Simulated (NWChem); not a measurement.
# Si2NH5Cl (SMILES [SiH2]N[SiH2]Cl): levels of theory compared

We compute a comparison of 4 runs (UHF/STO-3G, UHF/3-21G, UB3LYP/6-31G*) of Si2NH5Cl. 

The calculation is run with NWChem 7.3.0.

## 1. The structure to begin with

Si2NH5Cl has 9 atoms, charge 0, and is taken as a doublet. SMILES: `[SiH2]N[SiH2]Cl`. The shape is that of a PBE0-D4/def2-TZVP optimisation. This is one conformer, not always the lowest.

Bond lengths: Si1–N2 1.736 Å, N2–Si3 1.714 Å, Si3–Cl4 2.062 Å, Si1–H5 1.493 Å, Si1–H6 1.490 Å, N2–H7 1.012 Å, Si3–H8 1.477 Å, Si3–H9 1.479 Å. Some angles: Si1–N2–Si3 127.7°, N2–Si3–Cl4 113.0°, Si1–N2–H7 115.3°, Si3–N2–H7 115.5°, N2–Si1–H5 109.1°, N2–Si1–H6 106.5°, N2–Si3–H8 108.3°, N2–Si3–H9 109.4°, Cl4–Si3–H8 106.9°, Cl4–Si3–H9 106.1°.

## 2. Energy and gradient at UHF/STO-3G (run 1)

The input, input.xyz:

```xyz
9

Si     0.495000     1.589200     0.724700
N      0.423900     0.307300    -0.444400
Si    -0.338100    -1.219300    -0.282400
Cl     0.861400    -2.626900     0.629700
H      0.451800     2.902100     0.014500
H     -0.690400     1.420800     1.611100
H      1.069600     0.391300    -1.218800
H     -1.531100    -1.054100     0.572500
H     -0.653600    -1.756500    -1.624100
```

The input, run.py:

```python
from ase.io import read
from ase.calculators.nwchem import NWChem

mol = read('input.xyz')

calc = NWChem(
    label='input',
    theory='scf',
    memory='2200 mb',
    basis='STO-3G',
    basispar='spherical bse',
    scf={'nopen': '1', 'uhf': None, 'thresh': '1e-08', 'maxiter': '80', 'print': 'low'},
)
mol.calc = calc

forces = mol.get_forces()
print(f"energy = {mol.get_potential_energy():.6f} eV")
print("forces (eV/A):")
for s, f in zip(mol.symbols, forces):
    print(f"{s:2s} {f[0]:10.5f} {f[1]:10.5f} {f[2]:10.5f}")
```

Launch:

```sh
$ export ASE_NWCHEM_COMMAND="nwchem PREFIX.nwi > PREFIX.nwo"
$ python run.py
```

Output:

```text
energy = -29455.890322 eV
forces (eV/A):
Si   -0.75225    1.11282    0.48095
N    -0.43524   -0.33311    0.32329
Si   -1.90159    0.93131   -1.19880
Cl    0.57089   -0.62349    0.44506
H    -0.17504   -1.43077    0.68114
H     1.10938    0.28478   -1.09380
H     0.14491   -0.02910   -0.19926
H     1.17443   -0.32560   -0.85371
H     0.26452    0.41312    1.41519
```

The calculator wrote input.nwi:

```
title "input"

permanent_dir input

scratch_dir input

start input

geometry units angstrom nocenter noautosym noautoz
  Si 4.9500000000000000e-01 1.5891999999999999e+00 7.2470000000000001e-01
  N  4.2390000000000000e-01 3.0730000000000002e-01 -4.4440000000000002e-01
  Si -3.3810000000000001e-01 -1.2193000000000001e+00 -2.8239999999999998e-01
  Cl 8.6140000000000005e-01 -2.6269000000000000e+00 6.2970000000000004e-01
  H  4.5179999999999998e-01 2.9020999999999999e+00 1.4500000000000001e-02
  H  -6.9040000000000001e-01 1.4208000000000001e+00 1.6111000000000000e+00
  H  1.0696000000000001e+00 3.9129999999999998e-01 -1.2188000000000001e+00
  H  -1.5310999999999999e+00 -1.0541000000000000e+00 5.7250000000000001e-01
  H  -6.5359999999999996e-01 -1.7565000000000000e+00 -1.6241000000000001e+00
end

memory 2200 mb

basis spherical bse noprint
   * library STO-3G
end

scf
  nopen 1
  uhf
  thresh 1e-08
  maxiter 80
  print low
end

task scf gradient
```

input.nwo:

```text
Northwest Computational Chemistry Package (NWChem) 7.3.0
             --------------------------------------------------------

           Job information
           ---------------

    nwchem branch   = 7.3.0
    use scalapack   = T
    input           = input.nwi
    prefix          = input.
    data base       = input/input.db
    status          = startup
    nproc           =        1

           Memory information
           ------------------

    heap     =     72089596 doubles =      550.0 Mbytes
    stack    =     72089601 doubles =      550.0 Mbytes
    global   =    144179200 doubles =     1100.0 Mbytes (distinct from heap & stack)
    total    =    288358397 doubles =     2200.0 Mbytes
    verify   = yes
    hardfail = no

[... 38 lines left out ...]
            Nuclear Dipole moment (a.u.)
[... 71 lines left out ...]
       Final UHF  results
[... 2 lines left out ...]
         Total SCF energy =  -1082.484012227571
      One electron energy =  -2026.626567523720
      Two electron energy =    682.021625209561
 Nuclear repulsion energy =    262.120930086588
[... 1 line left out ...]
                       Sz =      0.5000
                 Sz(Sz+1) =      0.7500
                      S^2 =      0.7515

        Time for solution =      4.6s

                              NWChem Gradients Module
                              -----------------------

                         UHF ENERGY GRADIENTS

    atom               coordinates                        gradient
                 x          y          z           x          y          z
   1 Si      0.935414   3.003153   1.369484    0.014629  -0.021641  -0.009353
   2 N       0.801055   0.580713  -0.839794    0.008464   0.006478  -0.006287
   3 Si     -0.638916  -2.304143  -0.533659    0.036980  -0.018111   0.023313
[... 5 lines of this table left out ...]
   9 H      -1.235125  -3.319304  -3.069104   -0.005144  -0.008034  -0.027521

 Task  times  cpu:        5.6s     wall:        5.6s
 Total times  cpu:        5.6s     wall:        5.6s
```

Run time: 6.9 s. Hardware: 1 thread of Intel Xeon Platinum 8259CL at 2.50GHz (Skylake/Cascade Lake), shared host; peak memory 0.099 GiB.

## 3. Energy and forces at UHF/3-21G (run 2)

The input, clh5nsi2.nw:

```
start clh5nsi2
title "ClH5NSi2"
memory stack 880 mb heap 220 mb global 1100 mb
charge 0

geometry noautosym nocenter noautoz
  Si    0.495000    1.589200    0.724700
  N     0.423900    0.307300   -0.444400
  Si   -0.338100   -1.219300   -0.282400
  Cl    0.861400   -2.626900    0.629700
  H     0.451800    2.902100    0.014500
  H    -0.690400    1.420800    1.611100
  H     1.069600    0.391300   -1.218800
  H    -1.531100   -1.054100    0.572500
  H    -0.653600   -1.756500   -1.624100
end

basis spherical bse
  * library 3-21G
end

scf
  doublet
  uhf
  thresh 1e-08
  maxiter 80
  noprint "final vectors analysis"
end

task scf gradient
```

Launch:

```sh
$ nwchem clh5nsi2.nw > clh5nsi2.out
```

Output:

```text
[...]
  functions       =    58
[...]
  wavefunction    = UHF
[...]
         Total SCF energy =  -1089.193324501436
      One electron energy =  -2029.914170487993
      Two electron energy =    678.599915899968
 Nuclear repulsion energy =    262.120930086589
                       Sz =      0.5000
                 Sz(Sz+1) =      0.7500
                      S^2 =      0.7525
[...]
                         UHF ENERGY GRADIENTS
    atom               coordinates                        gradient
                 x          y          z           x          y          z
   1 Si      0.935414   3.003153   1.369484    0.002475  -0.016747  -0.008376
   2 N       0.801055   0.580713  -0.839794   -0.014014   0.006112   0.011077
   3 Si     -0.638916  -2.304143  -0.533659    0.035519  -0.021268   0.024026
   4 Cl      1.627810  -4.964121   1.189960   -0.026238   0.032364  -0.020929
   5 H       0.853778   5.484174   0.027401   -0.000464  -0.000720  -0.002126
   6 H      -1.304667   2.684923   3.044538   -0.000796  -0.001491  -0.001304
   7 H       2.021251   0.739450  -2.303198    0.004416  -0.001127  -0.000994
   8 H      -2.893359  -1.991960   1.081868   -0.001174   0.001984   0.000566
   9 H      -1.235125  -3.319304  -3.069104    0.000276   0.000894  -0.001939
[...]
```

Wall time 8.1 s (1 thread of Intel Xeon Platinum 8259CL at 2.50GHz (Skylake/Cascade Lake), shared host); peak memory 0.099 GiB.

Run 3 isn't shown in full; the table further down has it.

## 4. Energy and gradient at UB3LYP/6-31G(d) (Cartesian functions) (run 4)

The input, run.py:

```python
from ase import Atoms
from ase.calculators.nwchem import NWChem

system = Atoms(['Si', 'N', 'Si', 'Cl', 'H', 'H', 'H', 'H', 'H'], positions=[
    [0.495000, 1.589200, 0.724700],
    [0.423900, 0.307300, -0.444400],
    [-0.338100, -1.219300, -0.282400],
    [0.861400, -2.626900, 0.629700],
    [0.451800, 2.902100, 0.014500],
    [-0.690400, 1.420800, 1.611100],
    [1.069600, 0.391300, -1.218800],
    [-1.531100, -1.054100, 0.572500],
    [-0.653600, -1.756500, -1.624100],
])

calc = NWChem(
    label='test',
    theory='dft',
    memory='2200 mb',
    basis='6-31G*',
    dft={'xc': 'b3lyp', 'mult': '2', 'grid': 'xfine', 'convergence': 'energy 1e-08', 'iterations': '100', 'mulliken': None},
)
system.calc = calc

forces = system.get_forces()
print("Total energy (eV):", round(system.get_potential_energy(), 6))
print("forces (eV/A):")
for s, f in zip(system.symbols, forces):
    print(f"{s:2s} {f[0]:10.5f} {f[1]:10.5f} {f[2]:10.5f}")
```

Launch:

```sh
$ export ASE_NWCHEM_COMMAND="nwchem PREFIX.nwi > PREFIX.nwo"
$ python run.py
```

Output:

```text
Total energy (eV): -29850.470338
forces (eV/A):
Si    0.13200    0.38006    0.39898
N    -0.03332    0.02211   -0.21119
Si   -0.43267   -0.11318   -0.14223
Cl    0.27727   -0.38243    0.22060
H    -0.03070    0.05276   -0.03132
H    -0.04355    0.01892    0.00422
H     0.15910    0.02597   -0.19890
H    -0.01543   -0.00082   -0.01347
H    -0.01270   -0.00345   -0.02674
```

The calculator wrote test.nwi:

```
title "test"

permanent_dir test

scratch_dir test

start test

geometry units angstrom nocenter noautosym noautoz
  Si 4.9500000000000000e-01 1.5891999999999999e+00 7.2470000000000001e-01
  N  4.2390000000000000e-01 3.0730000000000002e-01 -4.4440000000000002e-01
  Si -3.3810000000000001e-01 -1.2193000000000001e+00 -2.8239999999999998e-01
  Cl 8.6140000000000005e-01 -2.6269000000000000e+00 6.2970000000000004e-01
  H  4.5179999999999998e-01 2.9020999999999999e+00 1.4500000000000001e-02
  H  -6.9040000000000001e-01 1.4208000000000001e+00 1.6111000000000000e+00
  H  1.0696000000000001e+00 3.9129999999999998e-01 -1.2188000000000001e+00
  H  -1.5310999999999999e+00 -1.0541000000000000e+00 5.7250000000000001e-01
  H  -6.5359999999999996e-01 -1.7565000000000000e+00 -1.6241000000000001e+00
end

memory 2200 mb

basis noprint
   * library 6-31G*
end

dft
  xc b3lyp
  mult 2
  grid xfine
  convergence energy 1e-08
  iterations 100
  mulliken
end

task dft gradient
```

test.nwo:

```text
Northwest Computational Chemistry Package (NWChem) 7.3.0
             --------------------------------------------------------

           Job information
           ---------------

    nwchem branch   = 7.3.0
    use scalapack   = T
    input           = test.nwi
    prefix          = test.
    data base       = test/test.db
    status          = startup
    nproc           =        1

           Memory information
           ------------------

    heap     =     72089596 doubles =      550.0 Mbytes
    stack    =     72089601 doubles =      550.0 Mbytes
    global   =    144179200 doubles =     1100.0 Mbytes (distinct from heap & stack)
    total    =    288358397 doubles =     2200.0 Mbytes
    verify   = yes
    hardfail = no

[... 123 lines left out ...]
          Convergence on energy requested:  1.00D-08
[... 27 lines left out ...]
          Convergence Information
[... 30 lines left out ...]
 1-e energy   =   -2034.520223
[... 54 lines left out ...]
      One electron energy =    -2037.321949175433
[... 8 lines left out ...]
                    DFT Final Alpha Molecular Orbital Analysis
[... 1279 lines left out ...]
          Convergence on gradient requested:  5.00D-04
[... 28 lines left out ...]
          total energy or number of iterations.
[... 26 lines left out ...]
                         DFT ENERGY GRADIENTS

    atom               coordinates                        gradient
                 x          y          z           x          y          z
   1 Si      0.935414   3.003153   1.369484   -0.002567  -0.007391  -0.007759
   2 N       0.801055   0.580713  -0.839794    0.000648  -0.000430   0.004107
   3 Si     -0.638916  -2.304143  -0.533659    0.008414   0.002201   0.002766
[... 5 lines of this table left out ...]
   9 H      -1.235125  -3.319304  -3.069104    0.000247   0.000067   0.000520

                 ----------------------------------------
                 |  Time  |  1-e(secs)   |  2-e(secs)   |
                 ----------------------------------------
                 |  CPU   |       0.01   |       7.32   |
                 ----------------------------------------
                 |  WALL  |       0.01   |       7.32   |
                 ----------------------------------------

 Task  times  cpu:       98.2s     wall:       98.2s
 Total times  cpu:       98.3s     wall:       98.3s
```

Wall time 100 s (1 thread of Intel Xeon Platinum 8259CL at 2.50GHz (Skylake/Cascade Lake), shared host); peak memory 0.15 GiB.

## 5. Overview of the runs

| run | level | iteration cap | module | energy (Eh) | ⟨S²⟩ | largest force (eV/Å) | wall time |
| --- | --- | --- | --- | --- | --- | --- | --- |
| 1 | UHF/STO-3G | 80 | scf | -1082.484012 | 0.751 | 2.433 | 6.9 s |
| 2 | UHF/3-21G | 80 | scf | -1089.193325 | 0.752 | 2.461 | 8.1 s |
| 3 | UB3LYP/6-31G* (spherical functions) | 100 | dft | -1096.976750 | 0.751 | 0.583 | 96 s |
| 4 | UB3LYP/6-31G* (Cartesian functions) | 100 | dft | -1096.984560 | 0.751 | 0.567 | 100 s |

## 6. What came out

| quantity | value |
| --- | --- |
| run 4: total energy | -1096.98456 Eh |
| run 4: dipole moment | 2.02 D |
| run 4: HOMO energy (highest over α and β) | -5.44 eV |
| run 4: LUMO energy (lowest over α and β) | -2.50 eV |
| run 4: ⟨S²⟩ | 0.751 |
| run 4: largest force on an atom | 0.567 eV/Å |

In words: Over runs 2, 3, 4 the dipole moment (its size) runs from 2.02 D (UB3LYP/6-31G*) to 2.75 D (UHF/3-21G). The two ends differ in method and basis. In run 1 the basis is minimal, so the values are rough. All runs together took 3.5 min, the longest 100 s.
